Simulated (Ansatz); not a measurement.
# Sn: the cost of one run

Computed with Ansatz 0.2.0 (DFT PBEsol, scalar-relativistic, plane waves, PAW, unless a step's input says otherwise).

2 further runs of the same task are left out: 1 that didn't finish, 1 set aside as unsound or not needed.

### 1 The system as given

It takes space group Fd-3m (No. 227, cubic). The conventional cell has a = 6.540 Å, b = 6.540 Å, c = 6.540 Å, α = 90.00°, β = 90.00°, γ = 90.00°. Sn (site symmetry -43m) is surrounded by 4 Sn at 2.83 Å.

Structure file:

```
Sn
1.0
     0.00000    3.27017    3.27017
     3.27017    0.00000    3.27017
     3.27017    3.27017    0.00000
Sn
2
Direct
  0.00000 0.00000 0.00000
  0.25000 0.25000 0.25000
```

This cell was relaxed beforehand with the same method: volume 34.97 Å³/atom, gap on the mesh none (metal).

### 2 Next: the [111] wire, 8 host atoms a period

The wire is cut from the relaxed crystal, periodic along c with vacuum across. Atoms and period relax; energies count from the bulk, -5949.7535 eV an atom.

The cell holds 8 Sn: a = 11.700 Å, b = 13.900 Å, c = 11.328 Å, α = 90.00°, β = 90.00°, γ = 90.00°.

### 3 Relaxing it

Pressure and volume refer to the whole cell with its vacuum; only the period along c may change.

Contents of input.yaml:

```yaml
crystal:
  lattice:
    - [11.7, 0.0, 0.0]
    - [0.0, 13.9, 0.0]
    - [0.0, 0.0, 11.3282049311]
  atoms:
    - { symbol: Sn, position: [0.6141061328, 0.5, 0.1666666667], spin: 0.3 }
    - { symbol: Sn, position: [0.3858938672, 0.5, 0.75], spin: 0.3 }
    - { symbol: Sn, position: [0.3858938672, 0.5, 0.5], spin: 0.3 }
    - { symbol: Sn, position: [0.6141061328, 0.5, 0.4166666667], spin: 0.3 }
    - { symbol: Sn, position: [0.5, 0.6663568452, 0.8333333333], spin: 0.3 }
    - { symbol: Sn, position: [0.5, 0.3336431548, 0.0833333333], spin: 0.3 }
    - { symbol: Sn, position: [0.5, 0.3336431548, 0.8333333333], spin: 0.3 }
    - { symbol: Sn, position: [0.5, 0.6663568452, 0.0833333333], spin: 0.3 }
basis:
  ecutwfc: 420
kpoints:
  mp_grid: { grid: [1, 1, 5] }
hamiltonian:
  xc: pbesol
scf:
  occupations: { method: gaussian, width: 0.05 }
output:
  forces: true
  stress: true
  eigenvalues: true
  populations: true
  write_density: true
  write_potential: true
  elf: true
  volumetric_format: npy
magnetization:
  spin_polarized: true
relax:
  adjacent_minimum: "off"
  f_tol: 0.02
  max_steps: 45
  cell: { fix: [a, b, alpha, beta, gamma], stress_tol: 0.03 }
```

On the command line:

```bash
> ansatz run input.yaml --threads 4 --pin off --max-ram 11264MiB --backend cpu --events-out ev --progress --plain --runs-dir out
```

**Question.** How long does this run take on 4 threads of Arm Neoverse V1, shared host, and how much memory does it need?

About 12 min, with a peak of 3 GiB.
